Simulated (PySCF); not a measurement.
# C2H8SSeSi: the cost of one run

Computed with PySCF 2.14.0, with density-fitted response routines of our own, on a single molecule in the gas phase. Atoms count from 0, in the outputs and in this text.

### 1 The starting structure

13 atoms, charge 0, multiplicity 1; geometry from: GFN2-xTB. The atoms were then displaced at random by about 0.01 Å, so the start is not that level's minimum.

Bonds of the start (Å): C0–S1 1.81, S1–Si2 2.12, Si2–Se3 2.30, Se3–C4 1.91, C0–H5 1.06, C0–H6 1.09, C0–H7 1.11, Si2–H8 1.45, Si2–H9 1.46, C4–H10 1.10, C4–H11 1.07, C4–H12 1.10.

### 2 Geometry optimisation at PBE0-D3(BJ)/def2-SVP

Job settings and geometry (Å):

```
{"job": {"xc": "PBE0", "basis": "def2-SVP", "d3": "d3bj", "grid": 1, "shake": 0.01, "kind": "geom"}, "charge": 0, "multiplicity": 1}
C     -2.640320    -0.478690     0.289660
S     -1.962110    -0.694760    -1.379120
Si     0.024780     0.007560    -1.114850
Se     0.766400    -0.289870     1.040370
C      2.565710     0.273350     0.716320
H     -2.051100    -0.969750     1.015010
H     -3.648090    -0.881690     0.266360
H     -2.695750     0.612190     0.508680
H      0.864800    -0.767300    -2.000010
H      0.116120     1.438370    -1.397890
H      3.094760     0.188960     1.676720
H      3.028220    -0.362830    -0.014380
H      2.542400     1.323850     0.382790
```

Command:

```bash
$ OMP_NUM_THREADS=1 python probes_run.py task.json out
```

The driver reads the jobs from task.json and runs them one after another.

Q: Estimate the wall time and peak memory of this first job on 1 thread of Arm Neoverse V1, shared host.

About 2.4 min, with a peak of 0.57 GiB.
